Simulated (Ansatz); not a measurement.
# BH5O2Sn: one species, many methods

How much do the methods differ for BH5O2Sn? The plan is to run it at one geometry with functionals of several rungs and with coupled cluster, and see how far each lands from CCSD(T) at the basis-set limit for the atomisation energy.

Computed with Ansatz 0.2.0, Gaussian basis. Level: functionals in def2-TZVPP, the program's frozen cores in correlated methods.

Plan: PBE-D4, r2SCAN-D4, PBE0-D4, B3LYP-D4, ωB97X-V, ωB97M-V, B2PLYP; CCSD(T)/def2-TZVPP; MP2/def2-QZVPP; extrapolation to the limit.

## (1) Structure used throughout

The geometry comes from an earlier relaxation with PBE0-D4 in a triple-zeta def2 set; it is a stationary point, not always the lowest conformer. Sn takes the def2 core potential; no spin-orbit term is included.

9 atoms, charge 0, spin multiplicity 1.

Atoms are counted from 1 here; the program's logs count them from 0.

Bond lengths: O1–B2 1.375 Å, O1–H5 0.958 Å, B2–O3 1.339 Å, B2–H6 1.203 Å, O3–Sn4 1.992 Å, Sn4–H7 1.701 Å, Sn4–H8 1.701 Å, Sn4–H9 1.702 Å. Angles: B2–O1–H5 113.6°, O1–B2–O3 118.9°, O1–B2–H6 120.4°, O3–B2–H6 120.6°, B2–O3–Sn4 121.4°, O3–Sn4–H7 107.9°, O3–Sn4–H8 107.9°, O3–Sn4–H9 101.7°, H7–Sn4–H8 113.4°, H7–Sn4–H9 112.5°, H8–Sn4–H9 112.5°.

## (2) PBE-D4 (GGA)

The input, in.yaml:

```yaml
crystal:
  periodic: [false, false, false]
  atoms:
    - {symbol: O, position_ang: [-1.024108, 0.815891, -0.993111]}
    - {symbol: B, position_ang: [-0.237963, 1.386627, -0.020052]}
    - {symbol: O, position_ang: [0.558039, 0.598735, 0.714383]}
    - {symbol: Sn, position_ang: [0.623334, -1.370611, 0.424944]}
    - {symbol: H, position_ang: [-1.562521, 1.448336, -1.471431]}
    - {symbol: H, position_ang: [-0.266168, 2.574935, 0.167008]}
    - {symbol: H, position_ang: [1.166905, -1.648964, -1.162671]}
    - {symbol: H, position_ang: [-0.928806, -1.996808, 0.728537]}
    - {symbol: H, position_ang: [1.759887, -1.854441, 1.595392]}
basis:
  gaussian: {orbitals: def2-TZVPP}
hamiltonian: {xc: pbe, dispersion: d4}
output: {forces: true, orbitals: {seedname: orbitals}}
```

Run with:

```console
> ansatz run in.yaml --threads 4 --pin off --events-out ev --progress --plain --max-ram 10444MiB
```

The runs that follow: r2SCAN-D4 (meta-GGA); PBE0-D4 (hybrid); B3LYP-D4 (hybrid); ωB97X-V (range-separated); ωB97M-V (range-separated); B2PLYP (double hybrid); CCSD(T) in def2-TZVPP; MP2 in def2-QZVPP.

Q: Predict the results of all the runs planned. Wanted: atomisation energy, CCSD(T)/CBS; farthest; mean size of error, hybrid; mean size of error, range-separated; gap, smallest and largest; T1 diagnostic; triples share of the correlation energy.

**Answer**, as computed:

| quantity | value |
| --- | --- |
| atomisation energy, CCSD(T)/CBS | 744.9 kcal/mol |
| functionals within 7.4 kcal/mol (1.0 %) | PBE-D4, r2SCAN-D4, B3LYP-D4, ωB97X-V, ωB97M-V |
| farthest | PBE0-D4 (-13.1 kcal/mol) |
| mean size of error, hybrid | 9.9 kcal/mol |
| mean size of error, range-separated | 1.5 kcal/mol |
| gap, smallest and largest | 5.99 eV (PBE-D4), 12.43 eV (ωB97X-V) |
| T1 diagnostic | 0.0143 |
| triples share of the correlation energy | 3.2 % |

**Reading.** PBE-D4 is off by +2.1 kcal/mol. Double hybrids carry the basis error of their MP2 part in triple zeta, and no dispersion term here, so their miss is partly the set-up's. Misses under about 7.4 kcal/mol are within the doubt on the reference itself, which lacks core-valence correlation, spin-orbit coupling and higher excitations, and its outer-core shells are covered unevenly. All levels share the lack of spin-orbit coupling, which lowers the free heavy atoms and so the true binding. Hartree-Fock recovers 72 % of the binding; the rest is correlation. Orbital gaps span 6.0 to 12.4 eV; exact exchange widens them. Correlated methods include outer-core shells of Sn, which these sets cover unevenly.
